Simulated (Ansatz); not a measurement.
**CH₅FOSi: small, medium and large basis sets**

The task here is to estimate one member of a computed series from the others.

Program: Ansatz 0.2.0, Gaussian basis. Level of theory: one geometry, several basis sets. These are calculated values, not measurements.

The runs, in order: PBE0-D4/def2-SVP; ωB97M-V/def2-SVP; PBE0-D4/def2-QZVPP; ωB97M-V/def2-QZVPP; CCSD(T)/cc-pV(D+d)Z; CCSD(T)/cc-pV(T+d)Z; CCSD(T)/cc-pV(Q+d)Z; the functionals' def2-TZVPP values are taken from earlier runs.

**The relaxed structure**

The geometry comes from an earlier relaxation with PBE0-D4 in a triple-zeta def2 set; it is a stationary point, not always the lowest conformer.

SMILES `C[SiH](O)F`, 9 atoms, charge 0, spin multiplicity 1.

Atoms are counted from 1 here; the program's logs count them from 0.

Bond lengths: C1–Si2 1.851 Å, C1–H5 1.093 Å, C1–H6 1.093 Å, C1–H7 1.093 Å, Si2–O3 1.634 Å, Si2–F4 1.601 Å, Si2–H8 1.477 Å, O3–H9 0.958 Å. Angles: Si2–C1–H5 110.5°, Si2–C1–H6 110.6°, Si2–C1–H7 111.4°, H5–C1–H6 108.2°, H5–C1–H7 107.7°, H6–C1–H7 108.2°, C1–Si2–O3 113.2°, C1–Si2–F4 107.2°, C1–Si2–H8 113.7°, O3–Si2–F4 109.7°, O3–Si2–H8 105.3°, F4–Si2–H8 107.6°, Si2–O3–H9 119.0°.

Set-up of the first run:

in.yaml

```yaml
crystal:
  periodic: [false, false, false]
  atoms:
    - {symbol: C, position_ang: [-1.059181, 0.382684, 0.202145]}
    - {symbol: Si, position_ang: [0.598658, -0.059391, -0.491686]}
    - {symbol: O, position_ang: [1.699823, -0.425999, 0.658760]}
    - {symbol: F, position_ang: [0.386085, -1.319198, -1.457197]}
    - {symbol: H, position_ang: [-1.759283, 0.624188, -0.601488]}
    - {symbol: H, position_ang: [-0.982086, 1.251651, 0.860097]}
    - {symbol: H, position_ang: [-1.483979, -0.444987, 0.776749]}
    - {symbol: H, position_ang: [1.213980, 1.018011, -1.292552]}
    - {symbol: H, position_ang: [1.474582, -1.073057, 1.328174]}
basis:
  gaussian: {orbitals: def2-SVP}
hamiltonian: {xc: pbe0, dispersion: d4}
output: {orbitals: {seedname: orbitals}}
```

Started as:

```
$ ansatz run in.yaml --threads 2 --pin off --events-out ev --progress --plain --max-ram 32768MiB --backend cpu
```

Steps of the session up to this table: PBE0-D4 in def2-SVP; ωB97M-V in def2-SVP; PBE0-D4 in def2-QZVPP; ωB97M-V in def2-QZVPP.

One table of the session follows, with a row left open; its other results are not shown here.

It belongs to the step «Functionals by basis». 

| functional | basis | HOMO (eV) | LUMO (eV) |
| --- | --- | --- | --- |
| PBE0-D4 | def2-SVP | -8.77 | 1.35 |
| PBE0-D4 | def2-TZVPP | -8.90 | 0.70 |
| PBE0-D4 | def2-QZVPP | -8.93 | 0.29 |
| ωB97M-V | def2-SVP | ? | ? |
| ωB97M-V | def2-TZVPP | -11.18 | 2.14 |
| ωB97M-V | def2-QZVPP | -11.21 | 1.44 |

Q: Estimate the row for ωB97M-V, def2-SVP from the others.

The run gave: HOMO (eV): -11.03; LUMO (eV): 3.00. In the column «HOMO (eV)» it lies between ωB97M-V, def2-TZVPP (-11.18) and PBE0-D4, def2-QZVPP (-8.93).
